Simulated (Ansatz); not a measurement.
Task: an equation of state with a fit of AlNi, space group Cmmm, with Ansatz 0.2.0 through its Python package. Give the script and its output. Settings (first run): PBEsol, PAW, cutoff 500 eV, 10×10×9 k-points, Gaussian smearing of 0.1 eV, collinear spin.

```
Al Ni
1.0
     1.93869   -1.95319    0.00000
     1.93869    1.95319    0.00000
     0.00000    0.00000    3.09943
Al Ni
1 1
Direct
  0.00000 0.00000 0.00000
  0.50000 0.50000 0.50000
```

The script, `eos_alni.py`:
```python
# -*- coding: utf-8 -*-
"""Energy against volume for AlNi, with a fit."""

import warnings

import ansatz as az
import numpy as np
from pymatgen.analysis.eos import EOS

vectors0 = np.array([
    [1.938694, -1.95319015, 0.0],
    [1.938694, 1.95319015, 0.0],
    [0.0, 0.0, 3.09943004],
])
sites = [
    ("Al", [0.0, 0.0, 0.0], 0.0),
    ("Ni", [0.5, 0.5, 0.5], 1.0),
]


def build(cell):
    crystal = az.Crystal(lattice=az.Lattice.of(cell))
    for symbol, position, moment in sites:
        crystal = crystal.atom(symbol, position, moment=moment or None)
    return crystal

warnings.simplefilter("ignore", az.DeckWarning)

# scale the volume, keep shape and fractions
volumes, energies = [], []
for scale in np.linspace(0.9, 1.1, 9):
    cell = vectors0 * scale ** (1 / 3)
    setup = (
        build(cell).calculation()
        .functional(az.Functional.PBESOL)
        .occupations("gaussian", width=0.1)
        .spin("collinear")
        .scf(tolerance=1e-10)
        .basis(500)
        .kpoints(10, 10, 9)
    )
    data = setup.run().report
    volumes.append(abs(np.linalg.det(cell)) / len(sites))
    energies.append(data["free_energy_ev"] / len(sites))
    print(f"V = {volumes[-1]:8.4f} A^3/atom  F = {energies[-1]:.5f} eV/atom")

for form in ["pourier_tarantola", "birch_murnaghan", "vinet"]:
    fit = EOS(eos_name=form).fit(volumes, energies)
    print(f"{form:18s} V0 {fit.v0:8.4f} A^3/atom  B0 {fit.b0_GPa:7.1f} GPa  B1 {fit.b1:5.2f}")
```

```console
$ python eos_alni.py
RunWarning: the starting moments were not kept: the SCF closed with an absolute magnetisation of 8.6e-8 μB, where they sum to 1 μB in size (1 site). That is at most 0.1 of that sum. Measured as dr2_m measures the in/out step, that magnetisation stands 1.3e-14 eV from none, at or under the dr2_threshold of 1.0e-10 eV: [...]
V =  10.5628 A^3/atom  F = -3165.33165 eV/atom
V =  10.8562 A^3/atom  F = -3165.36820 eV/atom
V =  11.1496 A^3/atom  F = -3165.39281 eV/atom
V =  11.4430 A^3/atom  F = -3165.40699 eV/atom
V =  11.7364 A^3/atom  F = -3165.41204 eV/atom
V =  12.0298 A^3/atom  F = -3165.40909 eV/atom
V =  12.3232 A^3/atom  F = -3165.39914 eV/atom
V =  12.6167 A^3/atom  F = -3165.38307 eV/atom
V =  12.9101 A^3/atom  F = -3165.36164 eV/atom
pourier_tarantola  V0  11.7684 A^3/atom  B0   172.8 GPa  B1  4.36
birch_murnaghan    V0  11.7688 A^3/atom  B0   172.2 GPa  B1  4.33
vinet              V0  11.7686 A^3/atom  B0   172.4 GPa  B1  4.35
```
(Warnings from the package without file and line, shortened, repeats left out.)

A third-order Birch-Murnaghan fit through the 9 points has its minimum at 11.77 Å³ an atom, 0.3 % above the typed cell, with a bulk modulus of 172 GPa and dB/dP = 4.3. From that minimum the energy rises by 80.4 meV an atom on the compressed side and 50.4 meV on the expanded side.

Notes:
- Total energies depend on the potentials; only differences at equal settings carry meaning.
- The SCF didn't keep the moments it started from (some shrank, vanished or turned); what is printed is the state reached.
- Shape and fractional positions are held along the curve, so the bulk modulus is an upper value where they are free to relax.
- For a metal this k-point mesh is coarse: on a finer one energies can move by several to tens of meV an atom and pressures by half a GPa or more, differences at one mesh by less.
- Within a few hundredths of an angstrom the cell has the higher group P4/mmm; the lower one is a small distortion.
- This cell is a computed structure, which may not be the phase found in nature.
- The script silences the warnings on its input, which a real study should read.
- It ran for 98 s on 1 thread of Arm Neoverse V1 (shared host), peak memory 0.55 GiB.
